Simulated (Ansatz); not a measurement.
Geometry optimisation, Ansatz 0.2.0, DFT PBE, scalar-relativistic, plane waves, PAW.

The input (input.yaml):

```yaml
crystal:
  lattice:
    - [-3.18, -5.507922, 0.0]
    - [4.77, -2.753961, 0.0]
    - [0.0, 0.0, 5.166]
  atoms:
    - { symbol: Ga, position: [0.49999996, 0.33333331, 0.0] }
    - { symbol: Ga, position: [0.49999995, 0.66666663, 0.5] }
    - { symbol: "N", position: [0.49999996, 0.33333331, 0.375] }
    - { symbol: "N", position: [0.49999995, 0.66666663, 0.875] }
    - { symbol: Ga, position: [0.24999996, 0.83333331, 0.0] }
    - { symbol: Ga, position: [0.24999998, 0.16666665, 0.5] }
    - { symbol: "N", position: [0.24999996, 0.83333331, 0.375] }
    - { symbol: "N", position: [0.24999998, 0.16666665, 0.875] }
    - { symbol: Mg, position: [-0.24999999, 0.16666667, 0.5] }
    - { symbol: Ga, position: [-2.0e-08, 0.66666665, 0.5] }
    - { symbol: "N", position: [-1.0e-08, 0.33333333, 0.375] }
    - { symbol: "N", position: [-2.0e-08, 0.66666665, 0.875] }
    - { symbol: Ga, position: [0.74999993, 0.83333329, 0.0] }
    - { symbol: "N", position: [0.74999993, 0.83333329, 0.375] }
    - { symbol: "N", position: [0.74999995, 0.16666663, 0.875] }
total_charge: -2
basis:
  ecutwfc: 420.0
kpoints:
  mp_grid: { grid: [2, 2, 2] }
hamiltonian:
  xc: pbe
  pseudopotentials: { kind: paw, azcp: { folder: soft_1 } }
scf:
  occupations: { method: fermi_dirac, width: 0.02 }
  lower_state_search: "off"
relax:
  f_tol: 0.03
  max_steps: 60
  adjacent_minimum: "off"
```

Run as:

```bash
$ ansatz run input.yaml --threads 1 --pin off --max-ram 3072MiB --backend cpu --events-out ev --progress --plain --runs-dir out
```

Where does it end, and by what steps?

The run converged. Limits of this set-up: coarse k mesh, charged cell in a uniform background, uncorrected. After 5 steps the energy has fallen by 0.601 eV; N8 moved furthest, 0.28 Å.

```tsv
step	energy less start (eV)	largest force component (eV/Å)	accepted
0	0.0000	1.427	yes
1	-0.3787	0.706	yes
2	-0.5737	0.286	yes
3	-0.5927	0.111	yes
4	-0.5996	0.063	yes
5	-0.6006	0.018	yes
```

```xyz
15
Lattice="-3.1800 -5.5079 0.0000 4.7700 -2.7540 0.0000 0.0000 0.0000 5.1660" Properties=species:S:1:pos:R:3
Ga 0.063 -3.708 0.076
Ga 1.593 -4.588 2.584
N 0.074 -3.647 1.952
N 1.589 -4.579 4.521
Ga 3.193 -3.662 -0.002
Ga 0.026 -1.841 2.574
N 3.190 -3.690 1.929
N -0.211 -2.017 4.459
Mg 1.570 0.930 2.530
Ga 3.137 -1.817 2.578
N 1.568 -0.962 2.049
N 3.346 -1.938 4.466
Ga 1.574 -6.433 0.009
N 1.502 -6.370 1.917
N -1.545 -4.331 4.521
```

Whether the end is a true minimum wasn't checked by a vibrational analysis.

The run took 42 s on 1 thread of Arm Neoverse V2 (shared host), peak memory 0.46 GiB.
